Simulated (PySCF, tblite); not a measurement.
# C3H14NPSi2: geometry, infrared bands and NMR shifts

Aim: predict the infrared bands and NMR shifts of C3H14NPSi2 (`C[Si@](N)(P)CC[SiH3]`).

The runs use tblite 0.8.0 and PySCF 2.14.0, with density-fitted response routines of our own; the level of theory stands in each step. All values are computed, except where a source is named. Atoms count from 0, in the outputs and in this text.

### Step 1. Starting geometry

21 atoms, charge 0, multiplicity 1; geometry from: force field or distance geometry start.

Bonds of the start (Å): C0–Si1 1.86, Si1–N2 1.79, Si1–P3 2.22, Si1–C4 1.87, C4–C5 1.51, C5–Si6 1.87, C0–H7 1.09, C0–H8 1.13, C0–H9 1.12, N2–H10 1.07, N2–H11 1.05, P3–H12 1.45, P3–H13 1.45, C4–H14 1.11, C4–H15 1.13, C5–H16 1.12, C5–H17 1.10, Si6–H18 1.46, Si6–H19 1.46, Si6–H20 1.47.

### Step 2. Geometry optimisation with GFN2-xTB

The job: settings as JSON, then the geometry in Å.

```
{"job": {"kind": "relax", "xc": "GFN2-xTB", "basis": "xTB"}, "charge": 0, "multiplicity": 1}
C     -2.086600    -1.391600     0.964100
Si    -1.149600     0.012000     0.182400
N     -1.293000     1.511100     1.151100
P     -1.981400     0.459800    -1.828600
C      0.652900    -0.480500     0.039400
C      1.559200     0.720700    -0.037700
Si     3.300800     0.063000    -0.195500
H     -1.413800    -1.988000     1.580500
H     -2.898200    -0.938000     1.600800
H     -2.552700    -2.014900     0.155700
H     -2.331100     1.751200     1.114700
H     -0.730900     2.298900     0.737100
H     -1.466200    -0.488900    -2.800100
H     -3.427500     0.402000    -1.839900
H      0.840700    -1.078700    -0.871700
H      0.974400    -1.098700     0.923800
H      1.448200     1.326900     0.894100
H      1.354500     1.354700    -0.914400
H      4.286600     1.144900    -0.185700
H      3.554100    -0.946000     0.829100
H      3.350800    -0.603100    -1.499600
```

Started as:

```
OMP_NUM_THREADS=1 python probes_run.py task.json out
```

This one command runs all jobs of the session in turn.

**Question.** This job is followed by: GFN2-xTB harmonic vibrations, gas phase; GIAO PBE0/pcSseg-1 NMR shielding, non-relativistic, gas phase. What will the session give for the following? strongest single infrared mode (GFN2-xTB); zero-point energy (GFN2-xTB); 13C shifts against TMS (PBE0/pcSseg-1); 1H shifts against TMS (PBE0/pcSseg-1, means over atoms taken as alike); 29Si shifts against TMS (PBE0/pcSseg-1); 15N shifts against NH3 (PBE0/pcSseg-1); 31P shifts against H3PO4 (PBE0/pcSseg-1).

**Answer**, as computed:

```
                                                              quantity                                               value
                             strongest single infrared mode (GFN2-xTB)                                795 cm⁻¹, 527 km/mol
                                          zero-point energy (GFN2-xTB)                                       99.9 kcal/mol
                                13C shifts against TMS (PBE0/pcSseg-1)                                  17.9, 6.0, 4.9 ppm
1H shifts against TMS (PBE0/pcSseg-1, means over atoms taken as alike)  3.85, 0.82, 0.79, 0.77, 0.62, 0.40, 0.37, 0.30 ppm
                               29Si shifts against TMS (PBE0/pcSseg-1)                                     14.0, -66.3 ppm
                                15N shifts against NH3 (PBE0/pcSseg-1)                                            23.3 ppm
                              31P shifts against H3PO4 (PBE0/pcSseg-1)                                          -284.1 ppm
```

In words: The optimisation took 188 steps and gained 1.084 eV; among the close pairs (by a distance rule), P3–H12 changed most, from 1.452 to 1.384 Å. All 57 modes are real, so the xTB geometry is a minimum. GFN2-xTB is a fitted tight-binding method: band positions and strengths are rough. Its intensities can rank the bands wrongly. At PBE0/pcSseg-1: Shielding is most anisotropic at P3 (span 110 ppm, paramagnetic term -367 ppm).
